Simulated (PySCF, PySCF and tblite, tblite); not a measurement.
# C3H7FO2Si2: a path driven as rotation about a bond, and NMR exchange

Aim: the barrier and rate of rotation about a bond in C3H7FO2Si2 (`O=C([SiH3])/C(F)=C(\O)[SiH3]`), and what it does to NMR lines.

Programs: PySCF 2.14.0 with density-fitted response routines of our own, and tblite 0.8.0. All values are computed, except where a source is named. Atoms count from 0 throughout.

## 1. The molecule as given

15 atoms, charge 0, multiplicity 1; geometry from: force field or distance geometry start.

Bonds of the start (Å): C1–C3 1.49, C1–Si2 1.85, C3–C5 1.35, C3–F4 1.34, C5–O6 1.39, C5–Si7 1.87, O0–C1 1.23, O6–H11 0.99, Si2–H10 1.49, Si2–H8 1.49, Si2–H9 1.49, Si7–H12 1.48, Si7–H13 1.48, Si7–H14 1.48.

## 2. GFN2-xTB relaxation, start minimum

What the job is given:

```
{"job": {"xc": "GFN2-xTB", "basis": "xTB", "kind": "relax"}, "charge": 0, "multiplicity": 1}
O     -1.332800    -1.768500    -0.147200
C     -1.270400    -0.538300    -0.059600
Si    -2.831000     0.459900    -0.150000
C      0.022600     0.168900     0.136400
F     -0.046900     1.505200     0.241400
C      1.191600    -0.492500     0.226400
O      1.290400    -1.876900     0.135800
Si     2.802000     0.429000     0.477900
H     -4.048800    -0.380700    -0.348300
H     -2.796100     1.428000    -1.282100
H     -3.060100     1.256500     1.086000
H      0.384100    -2.258600     0.013400
H      3.000200     1.374400    -0.640900
H      2.742500     1.200000     1.736700
H      3.948500    -0.498300     0.537600
```

The run is started by

```sh
> OMP_NUM_THREADS=1 python ens_run.py task.json out
```

One launch serves the whole session.

The program printed:

```text
step      E/eV     max force
  0    -714.86862    2.483
  1    -715.07750    0.947
  2    -715.11467    0.714
  3    -715.13514    0.346
  4    -715.14469    0.226
  5    -715.15042    0.204
  6    -715.15587    0.188
  7    -715.15859    0.124
  8    -715.16063    0.121
  9    -715.16280    0.130
 10    -715.16532    0.135
 11    -715.16745    0.151
 12    -715.16893    0.126
 13    -715.16994    0.093
 14    -715.17074    0.078
 15    -715.17140    0.069
 16    -715.17183    0.045
 17    -715.17205    0.035
 18    -715.17216    0.024
 19    -715.17224    0.028
 20    -715.17232    0.023
 21    -715.17240    0.024
 22    -715.17248    0.026
 23    -715.17256    0.022
 24    -715.17262    0.018
 25    -715.17268    0.021
 26    -715.17273    0.017
 27    -715.17277    0.015
 28    -715.17280    0.012
 29    -715.17283    0.016
 30    -715.17286    0.019
 31    -715.17289    0.017
 32    -715.17293    0.017
 33    -715.17297    0.016
 34    -715.17299    0.009
 35    -715.17300    0.006
 36    -715.17300    0.005
 37    -715.17301    0.007
 38    -715.17301    0.009
 39    -715.17302    0.008
 40    -715.17302    0.005
 41    -715.17303    0.008
 42    -715.17303    0.007
 43    -715.17303    0.005
 44    -715.17304    0.003
 45    -715.17304    0.004
 46    -715.17304    0.006
 47    -715.17305    0.009
 48    -715.17306    0.012
 49    -715.17307    0.011
 50    -715.17307    0.005
 51    -715.17307    0.004
 52    -715.17308    0.005
 53    -715.17308    0.007
 54    -715.17308    0.007
 55    -715.17309    0.004
 56    -715.17309    0.004
 57    -715.17309    0.002
```

Run time: 0.33 s. Hardware: 1 thread of Intel Xeon 6975P-C, shared host.

Gain 0.304 eV; displacement 0.07 Å root mean square.

## 3. Relaxed scan, rotation

What the job is given:

```
{"job": {"xc": "GFN2-xTB", "basis": "xTB", "coordinate": [["t", [3, 5, 6, 11], 0.5], ["t", [7, 5, 6, 11], 0.5]], "kind": "drive"}, "charge": 0, "multiplicity": 1}
O     -1.309527    -1.793926    -0.147443
C     -1.280566    -0.560028    -0.053889
Si    -2.869044     0.513263    -0.152396
C     -0.026819     0.112883     0.135792
F     -0.078470     1.474091     0.230131
C      1.185242    -0.491053     0.227215
O      1.289489    -1.810622     0.142007
Si     2.815840     0.465640     0.480388
H     -3.982446    -0.408671    -0.343732
H     -2.691570     1.422518    -1.283182
H     -2.958239     1.248286     1.108072
H      0.381677    -2.197391     0.011991
H      2.962987     1.380493    -0.650497
H      2.695968     1.203138     1.737057
H      3.861063    -0.550633     0.522039
```

The program printed:

```text
point  coordinate     E/eV
  0    104.300     -715.13230
  1    118.700     -715.01861
  2    133.500     -714.85675
  3    148.600     -714.68594
  4    164.100     -714.55264
  5    179.700     -714.47974
  6    195.200     -714.47562
  7    210.500     -714.52543
  8    225.500     -714.58881
  9    240.400     -714.64707
 10    255.200     -714.68560
 11    270.000     -714.69896
```

Wall time 1.8 s (1 thread of Intel Xeon 6975P-C, shared host).

The highest point is number 6, 15.1 kcal/mol above the first.

## 4. Nudged elastic band, leg 1

The job, as its differences from that of step 3:

```diff
@@ -1,2 +1,2 @@
-{"job": {"xc": "GFN2-xTB", "basis": "xTB", "coordinate": [["t", [3, 5, 6, 11], 0.5], ["t", [7, 5, 6, 11], 0.5]], "kind": "drive"}, "charge": 0, "multiplicity": 1}
+{"job": {"xc": "GFN2-xTB", "basis": "xTB", "kind": "neb"}, "charge": 0, "multiplicity": 1}
 O     -1.309527    -1.793926    -0.147443
```

The program printed:

```text
image   E - E0 / eV
  0       0.0000
  1       0.0332
  2       0.2454
  3       0.6209
  4       0.7021
  5       0.5225
  6       0.4715
```

Run time: 2.4 s. Hardware: 1 thread of Intel Xeon 6975P-C, shared host.

The highest point is number 4, 16.2 kcal/mol above the first.

## 5. Saddle search, leg 1

What the job is given:

```
{"job": {"xc": "GFN2-xTB", "basis": "xTB", "kind": "saddle"}, "charge": 0, "multiplicity": 1}
O     -1.534419    -1.788254    -0.333378
C     -1.408010    -0.589904    -0.170820
Si    -2.900654     0.621667    -0.263987
C     -0.093543     0.025817     0.054351
F     -0.127271     1.388941     0.036890
C      1.108074    -0.551707     0.205376
O      1.189168    -1.907673     0.373936
Si     2.721646     0.457091     0.337999
H     -4.082509    -0.206533    -0.472456
H     -2.658420     1.525153    -1.387992
H     -2.944738     1.358016     0.997383
H      1.441109    -2.352139    -0.440601
H      2.806582     1.302839    -0.852573
H      2.691629     1.257180     1.557359
H      3.791355    -0.540494     0.358513
```

The program printed:

```text
step      E/eV     max force
  0    -714.47094   0.0203
  1    -714.47370   0.0473
  2    -714.47268   0.0166
  3    -714.47377   0.0198
  4    -714.47394   0.0268
  5    -714.47400   0.0059
  6    -714.47403   0.0059
  7    -714.47403   0.0000
lowest wavenumbers (cm-1): -539.3 30.4 37.9 81.3 96.5 119.0
```

Run time: 2.8 s. Hardware: 1 thread of Intel Xeon 6975P-C, shared host; peak memory 0.2 GiB.

Point group C1; 1 imaginary mode, 539i cm⁻¹, carried by H11. Steps downhill from it reached both ends.

## 6. Shieldings, start: PBE0/pcSseg-1

What the job is given:

```
{"job": {"kind": "nmr", "xc": "PBE0", "basis": "pcSseg-1", "pop": false}, "charge": 0, "multiplicity": 1}
O     -1.309527    -1.793926    -0.147443
C     -1.280566    -0.560028    -0.053889
Si    -2.869044     0.513263    -0.152396
C     -0.026819     0.112883     0.135792
F     -0.078470     1.474091     0.230131
C      1.185242    -0.491053     0.227215
O      1.289489    -1.810622     0.142007
Si     2.815840     0.465640     0.480388
H     -3.982446    -0.408671    -0.343732
H     -2.691570     1.422518    -1.283182
H     -2.958239     1.248286     1.108072
H      0.381677    -2.197391     0.011991
H      2.962987     1.380493    -0.650497
H      2.695968     1.203138     1.737057
H      3.861063    -0.550633     0.522039
```

The program printed:

```text
coarse grid: 14104 points
cycle   1  E = -946.8356079708  dE =  1.040e+00  |g| = 9.302e-01  |ddm| = 3.583e+00
cycle   2  E = -946.2753987728  dE =  5.602e-01  |g| = 1.911e+00  |ddm| = 2.626e+00
cycle   3  E = -946.9832761372  dE = -7.079e-01  |g| = 2.269e-01  |ddm| = 2.134e+00
cycle   4  E = -946.9914075089  dE = -8.131e-03  |g| = 1.176e-01  |ddm| = 2.868e-01
cycle   5  E = -946.9934688071  dE = -2.061e-03  |g| = 3.171e-02  |ddm| = 9.627e-02
cycle   6  E = -946.9936672533  dE = -1.984e-04  |g| = 1.418e-02  |ddm| = 4.130e-02
cycle   7  E = -946.9937076509  dE = -4.040e-05  |g| = 3.371e-03  |ddm| = 1.324e-02
cycle   8  E = -946.9937101165  dE = -2.466e-06  |g| = 9.893e-04  |ddm| = 3.727e-03
final grid: 129104 points
cycle   9  E = -947.0645646241  dE = -1.051e-05  |g| = 1.332e-02  |ddm| = 2.581e-02
cycle  10  E = -947.0644559965  dE =  1.086e-04  |g| = 2.723e-02  |ddm| = 3.241e-02
cycle  11  E = -947.0645967759  dE = -1.408e-04  |g| = 2.124e-03  |ddm| = 2.291e-02
cycle  12  E = -947.0645975868  dE = -8.109e-07  |g| = 3.918e-04  |ddm| = 1.899e-03
cycle  13  E = -947.0645976078  dE = -2.097e-08  |g| = 1.710e-04  |ddm| = 5.245e-04
cycle  14  E = -947.0645976143  dE = -6.509e-09  |g| = 7.038e-05  |ddm| = 2.236e-04
cycle  15  E = -947.0645976153  dE = -1.060e-09  |g| = 1.365e-05  |ddm| = 6.488e-05
cycle  16  E = -947.0645976154  dE = -4.457e-11  |g| = 4.892e-06  |ddm| = 1.652e-05
converged SCF energy = -947.0645976154

GIAO shielding tensors (ppm)
atom      isotropic    diamagn.    paramagn.     s11        s22        s33       span
  0 O     -290.423     403.493    -693.916   -921.793   -327.063    377.587   1299.379
  1 C      -39.006     248.749    -287.756   -127.116    -76.459     86.556    213.672
  2 Si     430.341     880.037    -449.696    393.258    441.014    456.753     63.495
  3 C       20.475     261.063    -240.588    -80.346     52.328     89.443    169.788
  4 F      355.422     476.937    -121.516    346.861    352.414    366.991     20.130
  5 C       15.445     253.020    -237.575    -54.940     -1.416    102.691    157.631
  6 O      189.297     392.863    -203.566     70.633    173.849    323.408    252.775
  7 Si     426.982     879.899    -452.917    402.073    426.783    452.089     50.016
  8 H       27.842      28.527      -0.685     24.714     26.125     32.686      7.972
  9 H       27.300      29.081      -1.781     24.067     26.835     30.997      6.930
 10 H       27.299      28.985      -1.686     24.064     26.837     30.995      6.931
 11 H       19.278      32.909     -13.630      7.275     17.218     33.342     26.066
 12 H       27.275      28.762      -1.487     23.960     26.168     31.697      7.737
 13 H       27.275      28.648      -1.373     23.961     26.166     31.698      7.737
 14 H       27.624      28.194      -0.570     24.365     26.160     32.348      7.983
```

Wall time 20 s (1 thread of Intel Xeon 6975P-C, shared host); peak memory 0.84 GiB.

In short: HOMO -7.19 eV, LUMO -2.28 eV; dipole 1.52 D.

## 7. Shieldings, saddle of leg 1: PBE0/pcSseg-1

What the job is given:

```
{"job": {"kind": "nmr", "xc": "PBE0", "basis": "pcSseg-1", "pop": false}, "charge": 0, "multiplicity": 1}
O     -1.552858    -1.801475    -0.370641
C     -1.410888    -0.604916    -0.213510
Si    -2.886317     0.631113    -0.237572
C     -0.087452     0.003845    -0.024387
F     -0.115292     1.367080    -0.073155
C      1.109682    -0.568687     0.169543
O      1.195668    -1.921895     0.359363
Si     2.699542     0.466425     0.367376
H     -4.099542    -0.171076    -0.338674
H     -2.696455     1.494604    -1.402285
H     -2.824389     1.404753     1.000733
H      1.470031    -2.372777    -0.444363
H      2.808462     1.330184    -0.807399
H      2.599002     1.248786     1.595228
H      3.790807    -0.505963     0.419743
```

The program printed:

```text
coarse grid: 14104 points
cycle   1  E = -946.7815769401  dE =  1.024e+00  |g| = 9.885e-01  |ddm| = 3.614e+00
cycle   2  E = -946.1192155025  dE =  6.624e-01  |g| = 2.059e+00  |ddm| = 3.689e+00
cycle   3  E = -946.9540450799  dE = -8.348e-01  |g| = 2.455e-01  |ddm| = 3.016e+00
cycle   4  E = -946.9632216302  dE = -9.177e-03  |g| = 1.258e-01  |ddm| = 3.189e-01
cycle   5  E = -946.9657262743  dE = -2.505e-03  |g| = 2.118e-02  |ddm| = 1.095e-01
cycle   6  E = -946.9658236858  dE = -9.741e-05  |g| = 7.154e-03  |ddm| = 2.977e-02
cycle   7  E = -946.9658345226  dE = -1.084e-05  |g| = 1.580e-03  |ddm| = 7.944e-03
cycle   8  E = -946.9658349911  dE = -4.685e-07  |g| = 5.747e-04  |ddm| = 3.005e-03
final grid: 129104 points
cycle   9  E = -947.0378805109  dE = -1.331e-05  |g| = 1.177e-02  |ddm| = 2.430e-02
cycle  10  E = -947.0377999335  dE =  8.058e-05  |g| = 2.375e-02  |ddm| = 3.059e-02
cycle  11  E = -947.0379050055  dE = -1.051e-04  |g| = 2.127e-03  |ddm| = 2.231e-02
cycle  12  E = -947.0379058292  dE = -8.237e-07  |g| = 2.829e-04  |ddm| = 2.093e-03
cycle  13  E = -947.0379058407  dE = -1.153e-08  |g| = 8.522e-05  |ddm| = 3.642e-04
cycle  14  E = -947.0379058422  dE = -1.501e-09  |g| = 2.201e-05  |ddm| = 1.002e-04
cycle  15  E = -947.0379058423  dE = -9.732e-11  |g| = 6.283e-06  |ddm| = 2.086e-05
converged SCF energy = -947.0379058423

GIAO shielding tensors (ppm)
atom      isotropic    diamagn.    paramagn.     s11        s22        s33       span
  0 O     -525.122     400.258    -925.380  -1498.900   -464.891    388.424   1887.324
  1 C      -39.111     245.299    -284.410   -143.203    -56.874     82.744    225.946
  2 Si     431.027     879.678    -448.651    389.817    442.627    460.637     70.820
  3 C       14.227     260.741    -246.514    -92.319     55.817     79.184    171.503
  4 F      322.298     476.911    -154.613    289.289    337.617    339.989     50.700
  5 C       30.564     251.572    -221.008    -34.830     27.797     98.724    133.554
  6 O      241.846     388.747    -146.901    127.616    232.483    365.439    237.823
  7 Si     426.779     880.351    -453.572    393.767    428.099    458.471     64.704
  8 H       27.946      28.401      -0.455     24.819     26.145     32.873      8.054
  9 H       27.355      29.037      -1.682     24.108     27.122     30.835      6.728
 10 H       27.306      29.002      -1.696     23.979     27.233     30.705      6.725
 11 H       30.054      32.193      -2.140     22.629     26.596     40.937     18.309
 12 H       27.329      29.305      -1.977     24.013     26.368     31.605      7.592
 13 H       27.200      28.796      -1.596     23.883     25.935     31.782      7.898
 14 H       27.726      28.731      -1.005     24.587     26.368     32.222      7.635
```

Run time: 19 s. Hardware: 1 thread of Intel Xeon 6975P-C, shared host; peak memory 0.84 GiB.

Key values: HOMO -6.98 eV, LUMO -2.32 eV; dipole 2.15 D.

## 8. Shieldings, end: PBE0/pcSseg-1

What the job is given:

```
{"job": {"kind": "nmr", "xc": "PBE0", "basis": "pcSseg-1", "pop": false}, "charge": 0, "multiplicity": 1}
O     -1.673895    -1.806373    -0.150592
C     -1.468170    -0.610336    -0.053678
Si    -2.890446     0.684401    -0.113694
C     -0.131349    -0.058893     0.114735
F     -0.107258     1.311083     0.209428
C      1.076963    -0.652691     0.192055
O      1.173633    -1.989566     0.111046
Si     2.609916     0.456712     0.415790
H     -4.131461    -0.059114    -0.295053
H     -2.619669     1.585825    -1.233226
H     -2.869572     1.421661     1.149321
H      2.093978    -2.272641     0.180396
H      2.705185     1.352031    -0.730459
H      2.484514     1.169024     1.681511
H      3.733447    -0.493566     0.447303
```

The program printed:

```text
coarse grid: 14104 points
cycle   1  E = -946.7885063809  dE =  1.054e+00  |g| = 9.790e-01  |ddm| = 3.640e+00
cycle   2  E = -946.0889618176  dE =  6.995e-01  |g| = 2.080e+00  |ddm| = 4.056e+00
cycle   3  E = -946.9612647947  dE = -8.723e-01  |g| = 2.466e-01  |ddm| = 3.348e+00
cycle   4  E = -946.9703530926  dE = -9.088e-03  |g| = 1.332e-01  |ddm| = 3.436e-01
cycle   5  E = -946.9731558063  dE = -2.803e-03  |g| = 2.399e-02  |ddm| = 1.080e-01
cycle   6  E = -946.9732762945  dE = -1.205e-04  |g| = 8.622e-03  |ddm| = 3.043e-02
cycle   7  E = -946.9732906033  dE = -1.431e-05  |g| = 2.423e-03  |ddm| = 9.665e-03
cycle   8  E = -946.9732914702  dE = -8.669e-07  |g| = 1.317e-03  |ddm| = 3.429e-03
final grid: 129104 points
cycle   9  E = -947.0451785632  dE = -7.927e-06  |g| = 1.325e-02  |ddm| = 2.731e-02
cycle  10  E = -947.0450709206  dE =  1.076e-04  |g| = 2.723e-02  |ddm| = 3.569e-02
cycle  11  E = -947.0452101653  dE = -1.392e-04  |g| = 2.198e-03  |ddm| = 2.653e-02
cycle  12  E = -947.0452110627  dE = -8.974e-07  |g| = 2.974e-04  |ddm| = 2.174e-03
cycle  13  E = -947.0452110752  dE = -1.257e-08  |g| = 9.061e-05  |ddm| = 3.650e-04
cycle  14  E = -947.0452110770  dE = -1.790e-09  |g| = 2.608e-05  |ddm| = 1.229e-04
cycle  15  E = -947.0452110771  dE = -1.239e-10  |g| = 1.363e-05  |ddm| = 3.615e-05
converged SCF energy = -947.0452110771

GIAO shielding tensors (ppm)
atom      isotropic    diamagn.    paramagn.     s11        s22        s33       span
  0 O     -497.672     399.681    -897.352  -1452.230   -436.222    395.437   1847.666
  1 C      -33.603     244.389    -277.992   -127.041    -57.269     83.500    210.540
  2 Si     432.461     879.608    -447.147    388.681    444.714    463.987     75.305
  3 C       23.410     258.979    -235.569    -66.185     57.412     79.002    145.187
  4 F      342.579     476.862    -134.283    316.394    341.669    369.674     53.279
  5 C       35.206     254.911    -219.705    -19.840     16.264    109.194    129.034
  6 O      186.108     387.336    -201.228     85.757    210.821    261.746    175.989
  7 Si     419.581     880.818    -461.237    385.408    417.120    456.216     70.807
  8 H       27.969      28.432      -0.463     24.848     26.147     32.913      8.065
  9 H       27.369      29.095      -1.726     24.047     27.256     30.803      6.756
 10 H       27.372      29.000      -1.628     24.064     27.225     30.828      6.764
 11 H       27.257      31.242      -3.986     20.076     26.843     34.850     14.775
 12 H       27.135      29.226      -2.091     23.743     26.025     31.638      7.894
 13 H       27.137      29.078      -1.941     23.766     25.984     31.661      7.895
 14 H       27.916      29.321      -1.405     24.973     26.503     32.271      7.297
```

It took 19 s on 1 thread of Intel Xeon 6975P-C, shared host; peak memory 0.85 GiB.

Key values: HOMO -6.79 eV, LUMO -2.01 eV; dipole 3.83 D.

## 9. Kinetics and line shapes

What the job is given:

```
{"job": {"smiles": "O=C([SiH3])C(F)=C(O)[SiH3]", "charge": 0, "mult": 1, "motion": "rotation", "what": "enol ether", "atoms": [5, 6], "drives": [{"terms": [["t", [3, 5, 6, 11], 0.5], ["t", [7, 5, 6, 11], 0.5]], "by": 180, "n": 12}], "study": "path", "level": {"kind": "nmr", "xc": "PBE0", "basis": "pcSseg-1"}, "fields": [80, 100, 250], "first": 3, "seed": 886, "kind": "path"}, "charge": 0, "multiplicity": 1}
O     -1.309527    -1.793926    -0.147443
C     -1.280566    -0.560028    -0.053889
Si    -2.869044     0.513263    -0.152396
C     -0.026819     0.112883     0.135792
F     -0.078470     1.474091     0.230131
C      1.185242    -0.491053     0.227215
O      1.289489    -1.810622     0.142007
Si     2.815840     0.465640     0.480388
H     -3.982446    -0.408671    -0.343732
H     -2.691570     1.422518    -1.283182
H     -2.958239     1.248286     1.108072
H      0.381677    -2.197391     0.011991
H      2.962987     1.380493    -0.650497
H      2.695968     1.203138     1.737057
H      3.861063    -0.550633     0.522039
```

The program printed:

```text
stationary points (kcal/mol above the start)
  n  kind          group   xTB      DFT    lowest mode
  0  minimum      Cs       0.00     0.00      34.0
  1  saddle       C1      16.12    16.82    -539.3
  2  minimum      Cs      10.87    12.23      44.8

GFN2-xTB energies: T/K, barrier G, reaction G (kcal/mol), k forward, k back (1/s)
 150.00    15.26    10.96   3.66e-10   3.36e+06
 200.00    15.22    10.94   0.000196   1.77e+08
 250.00    15.18    10.92      0.563   1.96e+09
 298.15    15.14    10.88       99.3   9.35e+09
 350.00    15.10    10.83   5.41e+03   3.13e+10
 400.00    15.07    10.77    9.7e+04   7.47e+10
 500.00    15.03    10.65   5.63e+06   2.54e+11

PBE0/pcSseg-1 + D3(BJ) energies: T/K, barrier G, reaction G (kcal/mol), k forward, k back (1/s)
 150.00    15.96    12.32   3.45e-11   3.04e+07
 200.00    15.92    12.30   3.33e-05   9.25e+08
 250.00    15.88    12.28      0.137   7.35e+09
 298.15    15.84    12.24       30.3   2.83e+10
 350.00    15.81    12.19   1.97e+03   8.04e+10
 400.00    15.78    12.13      4e+04   1.71e+11
 500.00    15.73    12.01   2.77e+06   4.91e+11
```

Run time: 69 s. Hardware: 1 thread of Intel Xeon 6975P-C, shared host; peak memory 0.85 GiB. This counts the whole study up to here.

Barriers by level (kcal/mol; entropies in cal/(mol K)). Zero-point and thermal terms come from xTB in every row. ΔG‡ leaves symmetry out; the rate counts equivalent paths (a factor of 2); effective ΔG‡, where given, is the barrier that would give that rate by Eyring's equation alone:

```
                 level    ΔE‡  with zero-point    ΔH‡  ΔS‡  ΔG‡ (298 K)  ΔE of reaction  k at 298 K (1/s)  effective ΔG‡
              GFN2-xTB  16.12            15.34  15.43  1.0        15.14           10.87                99          14.73
PBE0/pcSseg-1 + D3(BJ)  16.82            16.04  16.13  1.0        15.84           12.23                30          15.43
```

Sites that the driver pairs across this motion, and where their lines would merge (no couplings; faster rotations, inversion at nitrogen or exchange between molecules can average them sooner):

| nucleus | sites: shielding (ppm) | proton frequency (MHz) | spread (Hz) | coalescence (K) | lines at 298 K |
| --- | --- | --- | --- | --- | --- |
| 17O | O0: -290.4; O0 (end): -497.7 | 250 | 7027 | not given | – |
| 19F | F4: 355.4; F4 (end): 342.6 | 250 | 3022 | not given | – |
| 1H | H11: 19.28; H11 (end): 27.26 | 250 | 1995 | not given | – |
| 13C | C5: 15.4; C5 (end): 35.2 | 250 | 1242 | not given | – |
| 29Si | Si7: 427.0; Si7 (end): 419.6 | 250 | 368 | not given | – |
| 13C | C1: -39.0; C1 (end): -33.6 | 250 | 340 | not given | – |
| 13C | C3: 20.5; C3 (end): 23.4 | 250 | 184 | not given | – |
| 17O | O6: 189.3; O6 (end): 186.1 | 250 | 108 | not given | – |

A dash: the driver gave no coalescence for this row (it judged the minor form too scarce).

Rows that set an atom against itself at the end compare its shielding in the two forms.

Lines of quadrupolar nuclei are broad, so their coalescence could hardly be seen.

(Part 1 of 2 ends here.)
